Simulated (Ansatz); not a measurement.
# CH6N2OSi: a ladder of functionals and wavefunction methods

The task here is to estimate one member of a computed series from the others.

Program: Ansatz 0.2.0, Gaussian basis. Level of theory: functionals in def2-TZVPP, the program's frozen cores in correlated methods. These are calculated values, not measurements.

The runs, in order: PBE-D4, r2SCAN-D4, PBE0-D4, B3LYP-D4, ωB97X-V, ωB97M-V, B2PLYP; CCSD(T)/def2-TZVPP; MP2/def2-QZVPP; extrapolation to the limit.

## The geometry

An earlier PBE0-D4 in a triple-zeta def2 set relaxation fixed the geometry.

SMILES `N/C(O)=N\[SiH3]`, 11 atoms, charge 0, spin multiplicity 1.

Atoms are counted from 1 here; the program's logs count them from 0.

Bond lengths: N1–C2 1.355 Å, N1–H6 1.004 Å, N1–H7 1.004 Å, C2–O3 1.347 Å, C2–N4 1.268 Å, O3–H8 0.965 Å, N4–Si5 1.705 Å, Si5–H9 1.503 Å, Si5–H10 1.485 Å, Si5–H11 1.487 Å. Angles: C2–N1–H6 118.2°, C2–N1–H7 118.8°, H6–N1–H7 118.4°, N1–C2–O3 110.3°, N1–C2–N4 128.9°, O3–C2–N4 120.9°, C2–O3–H8 105.2°, C2–N4–Si5 129.8°, N4–Si5–H9 113.2°, N4–Si5–H10 109.9°, N4–Si5–H11 110.7°, H9–Si5–H10 107.3°, H9–Si5–H11 107.1°, H10–Si5–H11 108.6°.

The first run:

File in.yaml:

```yaml
crystal:
  periodic: [false, false, false]
  atoms:
    - {symbol: N, position_ang: [-0.940452, 0.139851, 1.302216]}
    - {symbol: C, position_ang: [0.020050, -0.641686, 0.751038]}
    - {symbol: O, position_ang: [0.320631, -1.663375, 1.576380]}
    - {symbol: N, position_ang: [0.589953, -0.526387, -0.375269]}
    - {symbol: Si, position_ang: [0.389719, 0.660667, -1.582615]}
    - {symbol: H, position_ang: [-1.135488, 1.025351, 0.871738]}
    - {symbol: H, position_ang: [-1.160185, 0.022631, 2.274625]}
    - {symbol: H, position_ang: [0.985754, -2.180606, 1.105647]}
    - {symbol: H, position_ang: [-0.434418, 1.832825, -1.129782]}
    - {symbol: H, position_ang: [1.715382, 1.187426, -1.996870]}
    - {symbol: H, position_ang: [-0.285444, 0.086304, -2.776608]}
basis:
  gaussian: {orbitals: def2-TZVPP}
hamiltonian: {xc: pbe, dispersion: d4}
output: {forces: true, orbitals: {seedname: orbitals}}
```

Launch:

```console
$ ansatz run in.yaml --threads 4 --pin off --events-out ev --progress --plain --max-ram 10444MiB
```

Among the steps run: PBE-D4 (GGA); r2SCAN-D4 (meta-GGA); PBE0-D4 (hybrid); B3LYP-D4 (hybrid); ωB97X-V (range-separated); ωB97M-V (range-separated); B2PLYP (double hybrid); CCSD(T) in def2-TZVPP; MP2 in def2-QZVPP.

One table of the session follows, with a row left open; its other results are not shown here.

| method | atomisation energy (kJ/mol) |
| --- | --- |
| PBE-D4 | 4140.8 |
| r2SCAN-D4 | 4026.8 |
| PBE0-D4 | 4029.9 |
| B3LYP-D4 | 4048.1 |
| ωB97X-V | 4056.9 |
| ωB97M-V | 4052.0 |
| B2PLYP | 3990.0 |
| HF/def2-TZVPP | 2715.2 |
| MP2/def2-TZVPP | 3964.5 |
| CCSD/def2-TZVPP | ? |
| CCSD(T)/def2-TZVPP | 3889.1 |
| MP2/CBS | 4097.9 |
| CCSD(T)/CBS | 4022.5 |

Q: Estimate the row for CCSD/def2-TZVPP from the others.

As computed: atomisation energy (kJ/mol): 3816.2. In the column «atomisation energy (kJ/mol)» it lies between HF/def2-TZVPP (2715.2) and CCSD(T)/def2-TZVPP (3889.1).

Limits of these values: Free atoms (2 N, 1 C, 1 O, 1 Si, 6 H) were run apart at each level; the atomisation energy is their sum less the molecule, without zero-point or spin-orbit terms.
